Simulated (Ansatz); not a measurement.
# Sc2InSbAs2: the cost of one run

Method: DFT PBE, scalar-relativistic, plane waves, PAW, in Ansatz 0.2.0.

## Step 1: Starting point

It takes space group P6/mmm (No. 191, hexagonal). The conventional cell has a = 4.551 Å, b = 4.551 Å, c = 9.602 Å, α = 90.00°, β = 90.00°, γ = 120.00°. Sc (site symmetry -6m2) has 3 Sc at 2.63 Å and 3 In at 2.63 Å as nearest neighbours. In (site symmetry 6/mmm) is surrounded by 6 Sc at 2.63 Å and 2 As at 2.68 Å. Sb (site symmetry 6/mmm) has 2 As at 2.12 Å as nearest neighbours. As (site symmetry 6mm) is surrounded by 1 Sb at 2.12 Å and 1 In at 2.68 Å.

Structure file:

```
CELL_PARAMETERS angstrom
4.55117 0.00000 0.00000
-2.27558 3.94143 0.00000
0.00000 0.00000 9.60201
ATOMIC_POSITIONS crystal
Sc 0.33333 0.66667 0.00000
Sc 0.66667 0.33333 0.00000
In 0.00000 0.00000 0.00000
Sb 0.00000 0.00000 0.50000
As 0.00000 0.00000 0.27926
As 0.00000 0.00000 0.72074
```

Recipe of the guess: random cell by space group and Wyckoff sites (P6/mmm, No. 191). Lengths come from tabulated atomic sizes and are only a guess.

## Step 2: A first look at the guess

The input, input.yaml:

```yaml
crystal:
  lattice:
    - [4.55116878, 0.0, 0.0]
    - [-2.27558439, 3.94142778, 0.0]
    - [0.0, 0.0, 9.60200605]
  atoms:
    - { symbol: Sc, position: [0.33333333, 0.66666667, 0.0] }
    - { symbol: Sc, position: [0.66666667, 0.33333333, 0.0] }
    - { symbol: In, position: [0.0, 0.0, 0.0] }
    - { symbol: Sb, position: [0.0, 0.0, 0.5] }
    - { symbol: As, position: [0.0, 0.0, 0.27926416] }
    - { symbol: As, position: [0.0, 0.0, 0.72073584] }
basis:
  ecutwfc: 420
kpoints:
  mp_grid: { grid: [6, 6, 2] }
hamiltonian:
  xc: pbe
scf:
  occupations: { method: gaussian, width: 0.1 }
  lower_state_search: "off"
output:
  forces: true
  stress: true
  eigenvalues: true
```

On the command line:

```sh
$ ansatz run input.yaml --threads 1 --pin off --max-ram 2560MiB --backend cpu --events-out ev --progress --plain --runs-dir out
```

Q: Estimate wall time and peak memory on 1 thread of Arm Neoverse V2, shared host.

About 6.6 s, with a peak of 0.49 GiB.
